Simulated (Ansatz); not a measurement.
# KI: a ladder of functionals and wavefunction methods

An exercise on one series of results from a longer session: the logs are not shown, and one member is left open.

Computed with Ansatz 0.2.0, Gaussian basis. Level: functionals in def2-TZVPP, the program's frozen cores in correlated methods.

Plan: LDA (SPW92), PBE-D4, revPBE-D4, BLYP-D4, r2SCAN-D4, B97M-V, PBE0-D4, B3LYP-D4, r2SCANh-D4, r2SCAN0-D4, HSE06-D4, BHLYP-D4, CAM-B3LYP-D4, LC-ωPBE, ωB97X-V, ωB97M-V, B2PLYP, PBE-QIDH; CCSD(T)/def2-SVP; CCSD(T)/def2-TZVPP; CCSD(T)/def2-QZVPP; extrapolation to the limit; RPA on PBE.

## The relaxed structure

All runs share one geometry, relaxed beforehand with PBE0-D4 in a triple-zeta def2 set. I takes the def2 core potential; no spin-orbit term is included.

SMILES `[K][I]`, 2 atoms, charge 0, spin multiplicity 1.

Atoms are counted from 1 here; the program's logs count them from 0.

Bond lengths: K1–I2 3.071 Å.

The first run:

File in.yaml:

```yaml
crystal:
  periodic: [false, false, false]
  atoms:
    - {symbol: K, position_ang: [0.000000, 0.000000, -0.011368]}
    - {symbol: I, position_ang: [-0.000000, -0.000000, 3.059212]}
basis:
  gaussian: {orbitals: def2-TZVPP}
hamiltonian: {xc: lda}
output: {orbitals: {seedname: orbitals}}
```

On the command line:

```
ansatz run in.yaml --threads 2 --pin off --events-out ev --progress --plain --max-ram 32768MiB --backend cpu
```

Among the steps run: LDA; PBE-D4 (GGA); revPBE-D4 (GGA); BLYP-D4 (GGA); r2SCAN-D4 (meta-GGA); B97M-V (meta-GGA); PBE0-D4 (hybrid); B3LYP-D4 (hybrid); r2SCANh-D4 (hybrid); r2SCAN0-D4 (hybrid); HSE06-D4 (hybrid); BHLYP-D4 (hybrid); CAM-B3LYP-D4 (range-separated); LC-ωPBE (range-separated); ωB97X-V (range-separated); ωB97M-V (range-separated); B2PLYP (double hybrid); PBE-QIDH (double hybrid).

One of the session's tables, all rows but one given; the rest of the session is left out.

It belongs to the step «Orbital energies across the functionals». 

```
  functional  HOMO (eV)  LUMO (eV)  gap (eV)
 LDA (SPW92)      -4.62      -1.98      2.64
      PBE-D4      -4.46      -2.02      2.43
   revPBE-D4      -4.40      -2.08      2.31
     BLYP-D4      -4.30      -2.09      2.21
   r2SCAN-D4      -4.65      -1.28      3.37
      B97M-V      -4.61      -1.83      2.79
     PBE0-D4      -5.47      -1.51      3.97
    B3LYP-D4      -5.25      -1.79      3.46
  r2SCANh-D4      -5.04      -1.19      3.85
  r2SCAN0-D4      -5.62      -1.06      4.56
    HSE06-D4      -5.08      -1.79      3.29
    BHLYP-D4          ?          ?         ?
CAM-B3LYP-D4      -6.67      -1.11      5.57
     LC-ωPBE      -7.95      -0.38      7.56
     ωB97X-V      -7.64      -0.36      7.28
     ωB97M-V      -7.54      -0.94      6.60
```

**Question.** Estimate the row for BHLYP-D4.

Worked estimate for «HOMO (eV)». Against the share of exact exchange, BLYP-D4 (0, -4.30), B3LYP-D4 (0.2, -5.25) give a slope of -4.75 per unit share; at 0.5 the line stands at -6.67.

**Answer.** HOMO (eV): -6.35; LUMO (eV): -1.25; gap (eV): 5.10. In «HOMO (eV)» the line misses by -0.32.
